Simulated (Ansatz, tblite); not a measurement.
# C18H20Cl2: one state, many levels

An exercise on one series of results from a longer session: the logs are not shown, and one member is left open.

Program: Ansatz 0.2.0, Gaussian basis. Level of theory: as each input shows. These are calculated values, not measurements.

The runs, in order: GFN1-xTB, GFN2-xTB, PBE-D4/def2-TZVP, r2SCAN-D4/def2-TZVP, B2PLYP/def2-TZVP, HSE06-D4/def2-TZVP, LC-ωPBE/def2-TZVP, PBE-D4/def2-SVP, PBE0-D4/def2-SVP, HF/STO-3G, HF/6-31G, B3LYP-D4/6-31G, MP2/def2-SVP, RPA/def2-SVP.

## The geometry

The geometry is that of the singlet, from an earlier relaxation (r2SCAN-D4/def2-SVP).

SMILES `CCC(CC(C)c1ccc(Cl)cc1)c1ccc(Cl)cc1`, 40 atoms, charge 0, spin multiplicity 1.

Bond lengths: C1–C2 1.523 Å, C1–H21 1.103 Å, C1–H22 1.102 Å, C1–H23 1.101 Å, C2–C3 1.540 Å, C2–H24 1.106 Å, C2–H25 1.105 Å, C3–C4 1.538 Å, C3–C14 1.516 Å, C3–H26 1.106 Å, C4–C5 1.540 Å, C4–H27 1.106 Å, C4–H28 1.105 Å, C5–C6 1.532 Å, C5–C7 1.516 Å, C5–H29 1.105 Å, C6–H30 1.103 Å, C6–H31 1.101 Å and more. Angles: C2–C1–H21 111.1°, C2–C1–H22 111.4°, C2–C1–H23 111.3°, H21–C1–H22 107.5°, H21–C1–H23 107.6°, H22–C1–H23 107.8°, C1–C2–C3 113.9°, C1–C2–H24 109.9°, C1–C2–H25 109.9°, C3–C2–H24 108.9°, C3–C2–H25 108.1°, H24–C2–H25 105.8°, C2–C3–C4 110.4°, C2–C3–C14 111.7°, C2–C3–H26 107.1°, C4–C3–C14 111.9°, C4–C3–H26 108.4°, C14–C3–H26 107.2° and more.

PBE0-D4/def2-TZVP was run before; its log isn't repeated, and its numbers join the tables.

The first run:

Tight binding, by tblite at 300 K electronic temperature and without a spin-polarisation term:

```python
tblite.interface.Calculator('GFN1-xTB', numbers, positions, charge=0, uhf=0).singlepoint()
```

Tight binding, by tblite at 300 K electronic temperature and without a spin-polarisation term:

```python
tblite.interface.Calculator('GFN2-xTB', numbers, positions, charge=0, uhf=0).singlepoint()
```

start.molden holds the orbitals of an earlier run on this state, given as this run's starting guess.

in.yaml

```yaml
crystal:
  periodic: [false, false, false]
  atoms:
    - {symbol: C, position_ang: [4.085315, -0.383093, -0.530791]}
    - {symbol: C, position_ang: [2.687498, -0.950736, -0.741113]}
    - {symbol: C, position_ang: [1.605083, -0.276125, 0.121917]}
    - {symbol: C, position_ang: [0.254204, -0.989470, -0.059337]}
    - {symbol: C, position_ang: [-0.920664, -0.392774, 0.737561]}
    - {symbol: C, position_ang: [-0.674232, -0.416791, 2.249428]}
    - {symbol: C, position_ang: [-2.211018, -1.090183, 0.354973]}
    - {symbol: C, position_ang: [-3.172576, -0.434126, -0.429444]}
    - {symbol: C, position_ang: [-4.356816, -1.066509, -0.816506]}
    - {symbol: C, position_ang: [-4.585746, -2.384266, -0.412812]}
    - {symbol: Cl, position_ang: [-6.058449, -3.188218, -0.887029]}
    - {symbol: C, position_ang: [-3.647143, -3.066998, 0.367787]}
    - {symbol: C, position_ang: [-2.471257, -2.415652, 0.743587]}
    - {symbol: C, position_ang: [1.502850, 1.208635, -0.164908]}
    - {symbol: C, position_ang: [1.852857, 2.162186, 0.802183]}
    - {symbol: C, position_ang: [1.762049, 3.533340, 0.546608]}
    - {symbol: C, position_ang: [1.313106, 3.961948, -0.704076]}
    - {symbol: Cl, position_ang: [1.190723, 5.667758, -1.039424]}
    - {symbol: C, position_ang: [0.960285, 3.037123, -1.692380]}
    - {symbol: C, position_ang: [1.058282, 1.673241, -1.414976]}
    - {symbol: H, position_ang: [4.395929, -0.470812, 0.524114]}
    - {symbol: H, position_ang: [4.131318, 0.684010, -0.801301]}
    - {symbol: H, position_ang: [4.829108, -0.917042, -1.142239]}
    - {symbol: H, position_ang: [2.401267, -0.863746, -1.805924]}
    - {symbol: H, position_ang: [2.682472, -2.032614, -0.515382]}
    - {symbol: H, position_ang: [1.917032, -0.384177, 1.177403]}
    - {symbol: H, position_ang: [0.377645, -2.052882, 0.218688]}
    - {symbol: H, position_ang: [-0.012438, -0.991003, -1.132012]}
    - {symbol: H, position_ang: [-1.025518, 0.663665, 0.431131]}
    - {symbol: H, position_ang: [-0.448228, -1.435387, 2.608092]}
    - {symbol: H, position_ang: [0.175070, 0.228590, 2.523108]}
    - {symbol: H, position_ang: [-1.558439, -0.054795, 2.796528]}
    - {symbol: H, position_ang: [-2.992412, 0.599797, -0.745100]}
    - {symbol: H, position_ang: [-5.100298, -0.545907, -1.425904]}
    - {symbol: H, position_ang: [-3.841607, -4.098240, 0.674006]}
    - {symbol: H, position_ang: [-1.742759, -2.959311, 1.355100]}
    - {symbol: H, position_ang: [2.208564, 1.826204, 1.782301]}
    - {symbol: H, position_ang: [2.036982, 4.267531, 1.307608]}
    - {symbol: H, position_ang: [0.612373, 3.389758, -2.666283]}
    - {symbol: H, position_ang: [0.779618, 0.957042, -2.195160]}
basis:
  gaussian: {orbitals: def2-TZVP, fitting: {mean_field: def2-universal-jkfit}, initial_orbitals: start.molden}
hamiltonian: {xc: pbe, dispersion: d4}
scf: {omitted_lower_state_checks: [starts]}
output: {forces: true, orbitals: {seedname: orbitals}}
```

Run with:

```bash
ansatz run in.yaml --threads 2 --pin off --events-out ev --progress --plain --max-ram 31744MiB --backend cuda --devices 0, --max-vram 18GiB
```

Among the steps run: PBE-D4/def2-TZVP; r2SCAN-D4/def2-TZVP; B2PLYP/def2-TZVP; HSE06-D4/def2-TZVP; LC-ωPBE/def2-TZVP; PBE-D4/def2-SVP; PBE0-D4/def2-SVP; HF/STO-3G; HF/6-31G; B3LYP-D4/6-31G; MP2/def2-SVP; RPA/def2-SVP.

One of the session's tables, all rows but one given; the rest of the session is left out.

It belongs to the step «Binding energy». 

```
              level  binding an atom (eV)
          HF/STO-3G                     ?
           HF/6-31G                 3.327
        HF/def2-SVP                 3.568
    PBE-D4/def2-SVP                 4.934
   PBE-D4/def2-TZVP                 4.871
r2SCAN-D4/def2-TZVP                 4.741
     B3LYP-D4/6-31G                 4.624
   PBE0-D4/def2-SVP                 4.853
  PBE0-D4/def2-TZVP                 4.787
 HSE06-D4/def2-TZVP                 4.791
  LC-ωPBE/def2-TZVP                 4.711
       MP2/def2-SVP                 4.642
```

Estimate the missing values for HF/STO-3G.

The run gave: binding an atom (eV): 4.172. In the column «binding an atom (eV)» it lies between HF/def2-SVP (3.568) and B3LYP-D4/6-31G (4.624).

To keep in mind: Free atoms were run apart at each level; binding is atoms less cluster, divided by the number of atoms, without zero-point or spin-orbit terms.
